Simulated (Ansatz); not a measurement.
# As₂+ (doublet): up Jacob's ladder to CCSD(T)

The task here is to estimate one member of a computed series from the others.

Computed with Ansatz 0.2.0, Gaussian basis. Level: functionals in def2-TZVPP, the program's frozen cores in correlated methods.

Levels to be run: LDA (SPW92), PBE-D4, revPBE-D4, BLYP-D4, r2SCAN-D4, B97M-V, PBE0-D4, B3LYP-D4, r2SCANh-D4, r2SCAN0-D4, HSE06-D4, BHLYP-D4, CAM-B3LYP-D4, LC-ωPBE, ωB97X-V, ωB97M-V, B2PLYP, PBE-QIDH; CCSD(T)/def2-SVP; CCSD(T)/def2-TZVPP; CCSD(T)/def2-QZVPP; extrapolation to the limit; RPA on PBE.

## Structure used throughout

The geometry comes from an earlier relaxation with PBE0-D4 in a triple-zeta def2 set; it is a stationary point.

SMILES `[As]#[As+]`, 2 atoms, charge 1, spin multiplicity 2.

Atoms are counted from 1 here; the program's logs count them from 0.

Bond lengths: As1–As2 2.186 Å.

Set-up of the first run:

The input, in.yaml:

```yaml
crystal:
  periodic: [false, false, false]
  atoms:
    - {symbol: As, position_ang: [0.932570, -0.308975, 0.478536]}
    - {symbol: As, position_ang: [-0.932570, 0.308975, -0.478536]}
basis:
  gaussian: {orbitals: def2-TZVPP}
total_charge: 1
magnetization: {spin_polarized: true, initial_magnetization: 1}
hamiltonian: {xc: lda}
output: {orbitals: {seedname: orbitals}}
```

The run is started by

```sh
> ansatz run in.yaml --threads 2 --pin off --events-out ev --progress --plain --max-ram 32768MiB --backend cpu
```

Among the steps run: LDA; PBE-D4 (GGA); revPBE-D4 (GGA); BLYP-D4 (GGA); r2SCAN-D4 (meta-GGA); B97M-V (meta-GGA); B3LYP-D4 (hybrid); r2SCANh-D4 (hybrid); r2SCAN0-D4 (hybrid); HSE06-D4 (hybrid); BHLYP-D4 (hybrid); CAM-B3LYP-D4 (range-separated); LC-ωPBE (range-separated); ωB97X-V (range-separated); ωB97M-V (range-separated); B2PLYP (double hybrid); PBE-QIDH (double hybrid).

One of the session's tables, all rows but one given; the rest of the session is left out.

It belongs to the step «Orbital energies across the functionals». Levels, from each run's orbital file (highest filled and lowest empty over both spins):

| functional | HOMO (eV) | LUMO (eV) | gap (eV) |
| --- | --- | --- | --- |
| LDA (SPW92) | -13.06 | -13.11 | -0.05 |
| PBE-D4 | -12.88 | -12.70 | 0.18 |
| revPBE-D4 | -12.82 | -12.57 | 0.25 |
| BLYP-D4 | -12.71 | -12.65 | 0.06 |
| r2SCAN-D4 | -13.19 | -12.50 | 0.70 |
| B97M-V | -12.96 | -12.50 | 0.46 |
| PBE0-D4 | -13.79 | -11.69 | 2.10 |
| B3LYP-D4 | ? | ? | ? |
| r2SCANh-D4 | -13.52 | -12.12 | 1.40 |
| r2SCAN0-D4 | -14.01 | -11.56 | 2.44 |
| HSE06-D4 | -13.41 | -12.08 | 1.33 |
| BHLYP-D4 | -14.52 | -10.68 | 3.84 |
| CAM-B3LYP-D4 | -14.94 | -10.57 | 4.37 |
| LC-ωPBE | -16.29 | -9.18 | 7.11 |
| ωB97X-V | -15.88 | -9.54 | 6.34 |
| ωB97M-V | -15.69 | -9.57 | 6.12 |

Q: Estimate the row for B3LYP-D4 from the others.

Worked estimate for «HOMO (eV)». Against the share of exact exchange, BLYP-D4 (0, -12.71), BHLYP-D4 (0.5, -14.52) give a slope of -3.62 per unit share; at 0.2 the line stands at -13.43.

As computed: HOMO (eV): -13.60; LUMO (eV): -12.02; gap (eV): 1.58. In «HOMO (eV)» the line misses by +0.17.

Limits of these values: A negative gap means that an empty level lies below a filled one: whole occupations of an open shell aren't an aufbau state there.
